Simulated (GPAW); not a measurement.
# NbRu3C (Pm-3m) in GPAW: further runs

The runs below take NbRu3C through band structure, with PBEsol.

All numbers are computed with GPAW 26.7.0; they aren't measurements. Logs are shortened: lines on timing, memory, paths and dates and some standing lists are left out, and cuts for length are marked. The log counts tension as positive stress, the text compression.

### 1 The crystal as given

Symmetry: Pm-3m, No. 221, cubic system. The conventional cell has a = 4.065 Å, b = 4.065 Å, c = 4.065 Å, α = 90.00°, β = 90.00°, γ = 90.00°. Around Ru (site symmetry 4/mmm) lie 2 C at 2.03 Å. Around Nb (site symmetry m-3m) lie 12 Ru at 2.87 Å. C (site symmetry m-3m) has 6 Ru at 2.03 Å as nearest neighbours.

The cell comes from a database or a generator and needn't be the stable form of this composition.

### 2 Band structure, PBEsol

run.py

```python
from ase import Atoms
from ase.dft.bandgap import bandgap
from ase.io import write
from ase.units import GPa
from gpaw import GPAW, PW, setup_paths

setup_paths.insert(0, '.')

atoms = Atoms(['Ru', 'Ru', 'Ru', 'Nb', 'C'],
              cell=[[4.065138, 0.0, 0.0],
                    [0.0, 4.065138, 0.0],
                    [0.0, 0.0, 4.065138]],
              scaled_positions=[[0.5, 0.5, 0.0],
                                [0.5, 0.0, 0.5],
                                [0.0, 0.5, 0.5],
                                [0.0, 0.0, 0.0],
                                [0.5, 0.5, 0.5]],
              pbc=True)

calc = GPAW(mode=PW(800),
            xc='PBEsol',
            kpts={'size': (7, 7, 7), 'gamma': True},
            occupations={'name': 'fermi-dirac', 'width': 0.05},
            nbands=56,
            convergence={'density': 1e-05, 'energy': 1e-05},
            maxiter=150,
            txt='gpaw.txt')
atoms.calc = calc
energy = atoms.get_potential_energy()
forces = atoms.get_forces()
stress = atoms.get_stress()
calc.write('gs.gpw')
write('result.traj', atoms)
print(f'Energy: {energy:.6f} eV')
print('Forces (eV/A):')
print(forces.round(4))
print('Stress (GPa):', (stress / GPa).round(3))
print('Fermi level:', round(calc.get_fermi_level(), 4), 'eV')
print(f'Gap: {bandgap(calc)[0]:.4f} eV, direct: {bandgap(calc, direct=True)[0]:.4f} eV')

path = atoms.cell.bandpath('GXMGRX,MR', npoints=80, eps=1e-4)
bs_calc = calc.fixed_density(kpts=path, symmetry='off', nbands=77,
                             convergence={'bands': 'CBM+6.0', 'eigenstates': 1e-6}, txt='bands.txt')
bs = bs_calc.band_structure()
bs.write('bs.json')
print(f'Gap on the path: {bandgap(bs_calc)[0]:.4f} eV')
```

Potentials or basis: PAW data sets generated in the run's folder for this functional, pw.

The run is started by

```
> gpaw-setup -f PBEsol C Nb Ru
> OMP_NUM_THREADS=1 python run.py
```

gpaw.txt:

```text
__  _  _
 | _ |_)|_||  |
 |__||  | ||/\| - 26.7.0

Input parameters:
  mode=PW(ecut=800.0),
  convergence={'density': 1e-05, 'energy': 1e-05},
  kpts=MonkhorstPack(size=(7, 7, 7), gamma=True),
  maxiter=150,
  nbands=56,
  occupations=Occupations(name='fermi-dirac', width=0.05),
  xc=XC(name='PBEsol')

Diagonalizing LCAO Hamiltonian
Converting LCAO to pw mode
   .---------.
  /|         |
 * |         |
 | |         |
 |Ru   C     |
 | .--Ru-----.
 |/    Ru   /
 Nb--------*

Atoms  # Å, Bohr magnetons
|   | symbol |        x |        y |        z |    initial magnetic moments |
|---|--------|----------|----------|----------|-----------------------------|
| 0 |     Ru | 2.032569 | 2.032569 | 0.000000 | ( 0.0000,  0.0000,  0.0000) |
| 1 |     Ru | 2.032569 | 0.000000 | 2.032569 | ( 0.0000,  0.0000,  0.0000) |
| 2 |     Ru | 0.000000 | 2.032569 | 2.032569 | ( 0.0000,  0.0000,  0.0000) |
| 3 |     Nb | 0.000000 | 0.000000 | 0.000000 | ( 0.0000,  0.0000,  0.0000) |
| 4 |      C | 2.032569 | 2.032569 | 2.032569 | ( 0.0000,  0.0000,  0.0000) |

Unit cell  # Å
| periodic |        x |        y |        z |  lengths |    angles |
|----------|----------|----------|----------|----------|-----------|
|      yes | 4.065138 | 0.000000 | 0.000000 | 4.065138 | 90.000000 |
|      yes | 0.000000 | 4.065138 | 0.000000 | 4.065138 | 90.000000 |
|      yes | 0.000000 | 0.000000 | 4.065138 | 4.065138 | 90.000000 |

Number of symmetries: 48
Symmetry operations  # r_c * U_cc + t_c -> r_c
|    | kind |            matrix            |
|----|------|------------------------------|
|  0 |  E   |  1, 0, 0,  0, 1, 0,  0, 0, 1 |
|  1 |  σ   |  1, 0, 0,  0, 1, 0,  0, 0,-1 |
|  2 |  σ   |  1, 0, 0,  0, 0, 1,  0, 1, 0 |
|  3 |  C4  |  1, 0, 0,  0, 0, 1,  0,-1, 0 |
|  4 |  C4  |  1, 0, 0,  0, 0,-1,  0, 1, 0 |
|  5 |  σ   |  1, 0, 0,  0, 0,-1,  0,-1, 0 |
|  6 |  σ   |  1, 0, 0,  0,-1, 0,  0, 0, 1 |
|  7 |  C2  |  1, 0, 0,  0,-1, 0,  0, 0,-1 |
|  8 |  σ   |  0, 1, 0,  1, 0, 0,  0, 0, 1 |
|  9 |  C2  |  0, 1, 0,  1, 0, 0,  0, 0,-1 |
| 10 |  C3  |  0, 1, 0,  0, 0, 1,  1, 0, 0 |
| 11 |  S6  |  0, 1, 0,  0, 0, 1, -1, 0, 0 |
| 12 |  S6  |  0, 1, 0,  0, 0,-1,  1, 0, 0 |
| 13 |  C3  |  0, 1, 0,  0, 0,-1, -1, 0, 0 |
| 14 |  C4  |  0, 1, 0, -1, 0, 0,  0, 0, 1 |
| 15 |  S4  |  0, 1, 0, -1, 0, 0,  0, 0,-1 |
| 16 |  C3  |  0, 0, 1,  1, 0, 0,  0, 1, 0 |
| 17 |  S6  |  0, 0, 1,  1, 0, 0,  0,-1, 0 |
| 18 |  σ   |  0, 0, 1,  0, 1, 0,  1, 0, 0 |
| 19 |  C4  |  0, 0, 1,  0, 1, 0, -1, 0, 0 |
| 20 |  C2  |  0, 0, 1,  0,-1, 0,  1, 0, 0 |
| 21 |  S4  |  0, 0, 1,  0,-1, 0, -1, 0, 0 |
| 22 |  S6  |  0, 0, 1, -1, 0, 0,  0, 1, 0 |
| 23 |  C3  |  0, 0, 1, -1, 0, 0,  0,-1, 0 |
| 24 |  S6  |  0, 0,-1,  1, 0, 0,  0, 1, 0 |
| 25 |  C3  |  0, 0,-1,  1, 0, 0,  0,-1, 0 |
| 26 |  C4  |  0, 0,-1,  0, 1, 0,  1, 0, 0 |
| 27 |  σ   |  0, 0,-1,  0, 1, 0, -1, 0, 0 |
| 28 |  S4  |  0, 0,-1,  0,-1, 0,  1, 0, 0 |
| 29 |  C2  |  0, 0,-1,  0,-1, 0, -1, 0, 0 |
| 30 |  C3  |  0, 0,-1, -1, 0, 0,  0, 1, 0 |
| 31 |  S6  |  0, 0,-1, -1, 0, 0,  0,-1, 0 |
| 32 |  C4  |  0,-1, 0,  1, 0, 0,  0, 0, 1 |
| 33 |  S4  |  0,-1, 0,  1, 0, 0,  0, 0,-1 |
| 34 |  S6  |  0,-1, 0,  0, 0, 1,  1, 0, 0 |
| 35 |  C3  |  0,-1, 0,  0, 0, 1, -1, 0, 0 |
| 36 |  C3  |  0,-1, 0,  0, 0,-1,  1, 0, 0 |
| 37 |  S6  |  0,-1, 0,  0, 0,-1, -1, 0, 0 |
| 38 |  σ   |  0,-1, 0, -1, 0, 0,  0, 0, 1 |
| 39 |  C2  |  0,-1, 0, -1, 0, 0,  0, 0,-1 |
| 40 |  σ   | -1, 0, 0,  0, 1, 0,  0, 0, 1 |
| 41 |  C2  | -1, 0, 0,  0, 1, 0,  0, 0,-1 |
[... 101 lines left out ...]

    Using partial waves for Nb as LCAO basis

  C:
    name:    Carbon
    Z:       6.0
    valence: 4
    core:    2
    charge:  0.0  # [|e|]
    compensation charges:
      type: gauss
      rc: 0.20  # [Å]
      lmax: 2
    cutoffs:
      filter: 1.14  # [Å]
      core: 1.14  # [Å]
    projectors
    | kind |    occ | energy [eV] | rcut [Å] |
    |------|--------|-------------|----------|
    |   2s |  2.000 |     -13.648 |    0.635 |
    |   2p |  2.000 |      -5.232 |    0.635 |
    |    s |        |      13.563 |    0.635 |
    |    p |        |      21.979 |    0.635 |
    |    d |        |       0.000 |    0.635 |

    Using partial waves for C as LCAO basis

Reference energy: -474417.690201  # eV

eigensolver:
  PPCG
  Converge bands: occupied
  niter=2

density mixing:
  MSR1-Mixer
  Pratt-step length: 0.05
  Maximum mixing coefficient: 0.75
  Old densities: 10
  SVD Regularization: 0.005
  Good broyden scale: 1.0
  Trust region scale: 1.0
  Backstep threshold: 4.0
  History deletion threshold: 6.0
  Fourier metric: weight=20.0, sigma=0.015

occupation numbers:
  Fermi-Dirac:
    width: 0.0500  # eV

poisson solver:
  ecut: 6400.0  # eV

xc functional:
  name: PBEsol with 2 nearest neighbor stencil

convergence criteria:
- Maximum integral of absolute [dens]ity change: 1e-05 electrons / valence electron
- Maximum [total energy] change in last 3 cyles: 1e-05 eV / valence electron
- Maximum integral of absolute [eigenst]ate change: 4e-08 eV^2 / valence electron
maximum number of iterations: 150

SCF iterations
|iter     | |      energy | eigst |  dens |
|---------|-|-------------|-------|-------|
|iter:   1| |  -57.242171 | +0.36 |       |
|iter:   2| |  -55.935707 | -1.75 | -1.00 |
|iter:   3| |  -52.465907 | -0.97 | -1.04 |
|iter:   4| |  -53.966861 | -1.77 | -1.60 |
|iter:   5| |  -52.135170 | -2.08 | -1.26 |
|iter:   6| |  -52.219892 | -2.78 | -1.97 |
|iter:   7| |  -52.117959 | -3.40 | -1.77 |
|iter:   8| |  -52.115355 | -4.43 | -2.57 |
|iter:   9| |  -52.115407 | -5.79 | -3.40 |
|iter:  10| |  -52.115416c| -7.04 | -4.04 |
|iter:  11| |  -52.115420c| -7.50c| -4.55 |
|iter:  12| |  -52.115419c| -8.12c| -5.27c|

Converged in 12 steps
Energy contributions relative to reference atoms: (reference = -474417.690201)

Energy contributions:
  Kinetic:         -15.026152
  Coulomb:          -2.940386
  Zero:             -0.773629
  External:          0.000000
  Xc:              -33.363582
  Entropy:          -0.023340
  Spinorbit:         0.000000
  ----------------------------
  Free energy:     -52.127089
  Extrapolated:    -52.115419

dipole moment: (-29.163577, -29.163577, -29.163577)  # |e|*Ang

Fermi level: 12.577
Eigenvalues  # (at kpt = [0.000, 0.000, 0.000])
| band index |      eig [eV] | occ [0-2] |
|------------|---------------|-----------|
|          0 |       -60.591 |     2.000 |
|        ... |               |           |
|         23 |         9.334 |     2.000 |
|         24 |         9.334 |     2.000 |
|         25 |         9.334 |     2.000 |
|         26 |        10.039 |     2.000 |
|         27 |        10.039 |     2.000 |
|         28 |        10.039 |     2.000 |
[... 8 lines left out ...]
|         37 |        15.514 |     0.000 |
|         38 |        15.514 |     0.000 |
|        ... |               |           |
|         55 |        34.903 |     0.000 |

No gap
No difference between direct/indirect transitions

Forces  # eV/Ang
|        x |        y |        z |
|----------|----------|----------|
|  0.00000 |  0.00000 |  0.00000 |  # Ru   0
| -0.00000 |  0.00000 |  0.00000 |  # Ru   1
|  0.00000 |  0.00000 | -0.00000 |  # Ru   2
| -0.00000 | -0.00000 |  0.00000 |  # Nb   3
| -0.00000 | -0.00000 | -0.00000 |  # C    4

Stress tensor  # eV/Ang^3
|        x |        y |        z |
|----------|----------|----------|
| 0.075227 | 0.000000 | 0.000000 |
| 0.000000 | 0.075227 | 0.000000 |
| 0.000000 | 0.000000 | 0.075227 |

# Writing to gs.gpw (mode='')
```

It took 4.7 min on 1 thread of Arm Neoverse V1, shared host; peak memory 0.74 GiB.

What came out:

```
Free energy             : -52.1271 eV
Pressure                : -12.1 GPa
Band gap along the path : none (metal or under the smearing width)
```

Levels at the corners of the path, in eV from the Fermi level:
| point | band 28 | band 29 | band 30 | band 31 | band 32 | band 33 | band 34 | band 35 | band 36 | band 37 |
| --- | --- | --- | --- | --- | --- | --- | --- | --- | --- | --- |
| Γ | -2.54 | -2.54 | -1.36 | -1.36 | 0.62 | 0.63 | 0.63 | 0.63 | 1.84 | 1.84 |
| X | -1.94 | -1.46 | -1.39 | -1.39 | -0.74 | -0.28 | -0.28 | 0.55 | 0.63 | 0.90 |
| M | -2.79 | -2.79 | -2.36 | -1.60 | -1.28 | -0.89 | 0.37 | 0.37 | 0.46 | 1.65 |
| Γ | -2.54 | -2.54 | -1.36 | -1.36 | 0.62 | 0.63 | 0.63 | 0.63 | 1.84 | 1.84 |
| R | -2.03 | -2.03 | 0.19 | 0.19 | 0.19 | 0.41 | 0.41 | 0.41 | 1.16 | 1.16 |
| X | -1.94 | -1.46 | -1.39 | -1.39 | -0.74 | -0.28 | -0.28 | 0.55 | 0.63 | 0.90 |
| M | -2.79 | -2.79 | -2.36 | -1.60 | -1.28 | -0.89 | 0.37 | 0.37 | 0.46 | 1.65 |
| R | -2.03 | -2.03 | 0.19 | 0.19 | 0.19 | 0.41 | 0.41 | 0.41 | 1.16 | 1.16 |

### 3 Band structure, PBEsol, spin-orbit coupling, no magnetisation

Changes to run.py since step 2:

```diff
@@ -1 +1,2 @@
+import numpy as np
 from ase import Atoms
@@ -5,2 +6,3 @@
 from gpaw import GPAW, PW, setup_paths
+from gpaw.spinorbit import soc_eigenstates
 
@@ -46 +48,7 @@
 print(f'Gap on the path: {bandgap(bs_calc)[0]:.4f} eV')
+
+soc = soc_eigenstates(bs_calc, theta=54.7, phi=45)
+np.savetxt('soc_bands.dat', soc.eigenvalues(), fmt='%.4f')
+mesh = soc_eigenstates('gs.gpw', theta=54.7, phi=45)
+np.savetxt('soc_mesh.dat', mesh.eigenvalues(), fmt='%.4f')
+print('Fermi level with spin-orbit coupling:', round(mesh.fermi_level, 4), 'eV')
```

Potentials or basis: PAW data sets generated in the run's folder for this functional, pw.

The run is started by

```
> gpaw-setup -f PBEsol C Nb Ru
> OMP_NUM_THREADS=1 python run.py
```

It took 4.8 min on 1 thread of Arm Neoverse V1, shared host; peak memory 0.95 GiB.

Results (log left out):

```yaml
Free_energy: -52.1271 eV
Pressure: -12.1 GPa
Band_gap_along_the_path: none (metal or under the smearing width)
```

Levels at the corners of the path, in eV from the Fermi level:
```csv
point,band 62,band 63,band 64,band 65,band 66,band 67
Γ,-1.35,0.53,0.53,0.62,0.62,0.66
X,-1.31,-0.72,-0.72,-0.34,-0.34,-0.23
M,-1.59,-1.27,-1.27,-0.88,-0.88,0.35
Γ,-1.35,0.53,0.53,0.62,0.62,0.66
R,0.19,0.21,0.21,0.33,0.33,0.44
X,-1.31,-0.72,-0.72,-0.34,-0.34,-0.23
M,-1.59,-1.27,-1.27,-0.88,-0.88,0.35
R,0.19,0.21,0.21,0.33,0.33,0.44
```

Caveat: spin-orbit coupling was added after a scalar SCF, so levels and gaps hold it while energy, forces, pressure and moments don't; this program's spin-orbit splittings come out too wide for heavy elements.
